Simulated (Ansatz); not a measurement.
# Cu: the cost of one run

Program: Ansatz 0.2.0. Level of theory: DFT LDA, scalar-relativistic, plane waves, PAW. These are calculated values, not measurements.

2 further runs of the same task are left out: 2 set aside as unsound or not needed.

### Step 1. The system as given

The structure is hexagonal, space group P6_3/mmc (No. 194). The conventional cell has a = 2.485 Å, b = 2.485 Å, c = 4.077 Å, α = 90.00°, β = 90.00°, γ = 120.00°. Cu (site symmetry -6m2) has 12 Cu at 2.49 Å as nearest neighbours.

As a file:

```
CELL_PARAMETERS angstrom
2.48505 0.00000 0.00000
-1.24253 2.15212 0.00000
0.00000 0.00000 4.07688
ATOMIC_POSITIONS crystal
Cu 0.33333 0.66667 0.25000
Cu 0.66667 0.33333 0.75000
```

It goes back to an entry of the Materials Project, which need not be the stable form.

This cell was relaxed beforehand with the same method: volume 10.90 Å³/atom, gap on the mesh none (metal).

### Step 2. Phonons at Γ, at rest

The input, input.yaml:

```yaml
crystal:
  lattice:
    - [2.4850514416, 0.0, 0.0]
    - [-1.2425257208, 2.1521176782, 0.0]
    - [0.0, 0.0, 4.0768797417]
  atoms:
    - { symbol: Cu, position: [0.3333333333, 0.6666666667, 0.25] }
    - { symbol: Cu, position: [0.6666666667, 0.3333333333, 0.75] }
basis:
  ecutwfc: 420
kpoints:
  mp_grid: { grid: [18, 18, 10] }
hamiltonian:
  xc: lda
scf:
  occupations: { method: fermi_dirac, width: 0.15 }
output:
  eigenvalues: true
phonons:
  method: dfpt
  eigenvectors: true
```

Started as:

```sh
$ ansatz run input.yaml --threads 1 --pin off --max-ram 3072MiB --backend cpu --events-out ev --progress --plain --runs-dir out
```

Q: Estimate wall time and peak memory on 1 thread of AMD EPYC 9R45 (Zen 5), shared host.

About 30 s, with a peak of 1.2 GiB.
